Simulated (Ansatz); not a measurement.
# Triethylaluminium (C6H15Al): how energies converge with the basis set

The task here is to estimate one member of a computed series from the others.

Computed with Ansatz 0.2.0, Gaussian basis. Level: one geometry, several basis sets.

Levels to be run: PBE0-D4/def2-SVP; ωB97M-V/def2-SVP; PBE0-D4/def2-QZVPP; ωB97M-V/def2-QZVPP; the functionals' def2-TZVPP values are taken from earlier runs.

1 further run of the same task is left out (it didn't finish).

## The relaxed structure

An earlier PBE0-D4 in a triple-zeta def2 set relaxation fixed the geometry.

SMILES `C[CH2][Al]([CH2]C)[CH2]C`, 22 atoms, charge 0, spin multiplicity 1.

Atoms are counted from 1 here; the program's logs count them from 0.

Bond lengths: C1–C2 1.528 Å, C1–H8 1.095 Å, C1–H9 1.094 Å, C1–H10 1.094 Å, C2–Al3 1.968 Å, C2–H11 1.099 Å, C2–H12 1.099 Å, Al3–C4 1.968 Å, Al3–C6 1.968 Å, C4–C5 1.528 Å, C4–H13 1.099 Å, C4–H14 1.099 Å, C5–H15 1.094 Å, C5–H16 1.095 Å, C5–H17 1.094 Å, C6–C7 1.528 Å, C6–H18 1.099 Å, C6–H19 1.099 Å and more. Angles: C2–C1–H8 112.5°, C2–C1–H9 111.7°, C2–C1–H10 111.7°, H8–C1–H9 107.0°, H8–C1–H10 107.1°, H9–C1–H10 106.5°, C1–C2–Al3 116.7°, C1–C2–H11 110.1°, C1–C2–H12 110.1°, Al3–C2–H11 107.7°, Al3–C2–H12 107.6°, H11–C2–H12 103.8°, C2–Al3–C4 120.0°, C2–Al3–C6 120.0°, C4–Al3–C6 120.0°, Al3–C4–C5 116.7°, Al3–C4–H13 107.7°, Al3–C4–H14 107.6° and more.

Set-up of the first run:

in.yaml

```yaml
crystal:
  periodic: [false, false, false]
  atoms:
    - {symbol: C, position_ang: [1.054540, -2.214220, -1.697824]}
    - {symbol: C, position_ang: [1.404020, -0.868545, -1.063675]}
    - {symbol: Al, position_ang: [-0.005535, -0.000585, 0.000143]}
    - {symbol: C, position_ang: [-1.767923, -0.856503, 0.182689]}
    - {symbol: C, position_ang: [-2.807800, -0.114636, 1.021416]}
    - {symbol: C, position_ang: [0.347213, 1.724011, 0.879610]}
    - {symbol: C, position_ang: [1.740072, 2.321965, 0.685246]}
    - {symbol: H, position_ang: [1.884366, -2.633107, -2.276165]}
    - {symbol: H, position_ang: [0.782123, -2.957720, -0.943284]}
    - {symbol: H, position_ang: [0.200329, -2.131751, -2.375957]}
    - {symbol: H, position_ang: [2.291315, -0.971431, -0.423301]}
    - {symbol: H, position_ang: [1.721111, -0.156756, -1.839099]}
    - {symbol: H, position_ang: [-2.157541, -1.036987, -0.829190]}
    - {symbol: H, position_ang: [-1.607768, -1.866386, 0.586162]}
    - {symbol: H, position_ang: [-3.021481, 0.877960, 0.614563]}
    - {symbol: H, position_ang: [-3.760813, -0.650584, 1.077533]}
    - {symbol: H, position_ang: [-2.464327, 0.037504, 2.048681]}
    - {symbol: H, position_ang: [-0.419730, 2.434603, 0.540308]}
    - {symbol: H, position_ang: [0.135222, 1.600982, 1.951215]}
    - {symbol: H, position_ang: [2.521936, 1.654418, 1.058747]}
    - {symbol: H, position_ang: [1.861175, 3.279286, 1.202489]}
    - {symbol: H, position_ang: [1.960193, 2.498282, -0.371608]}
basis:
  gaussian: {orbitals: def2-SVP}
hamiltonian: {xc: pbe0, dispersion: d4}
output: {orbitals: {seedname: orbitals}}
```

Started as:

```console
> ansatz run in.yaml --threads 2 --pin off --events-out ev --progress --plain --max-ram 32768MiB --backend cpu
```

Among the steps run: PBE0-D4 in def2-SVP; ωB97M-V in def2-SVP; PBE0-D4 in def2-QZVPP; ωB97M-V in def2-QZVPP.

One table of the session follows, with a row left open; its other results are not shown here.

It belongs to the step «Functionals by basis». 

| functional | basis | HOMO (eV) |
| --- | --- | --- |
| PBE0-D4 | def2-SVP | -6.90 |
| PBE0-D4 | def2-TZVPP | -6.91 |
| PBE0-D4 | def2-QZVPP | ? |
| ωB97M-V | def2-SVP | -9.12 |
| ωB97M-V | def2-TZVPP | -9.14 |
| ωB97M-V | def2-QZVPP | -9.14 |

Q: Estimate the row for PBE0-D4, def2-QZVPP from the others.

The run gave: HOMO (eV): -6.92. In the column «HOMO (eV)» it lies between ωB97M-V, def2-SVP (-9.12) and PBE0-D4, def2-TZVPP (-6.91).
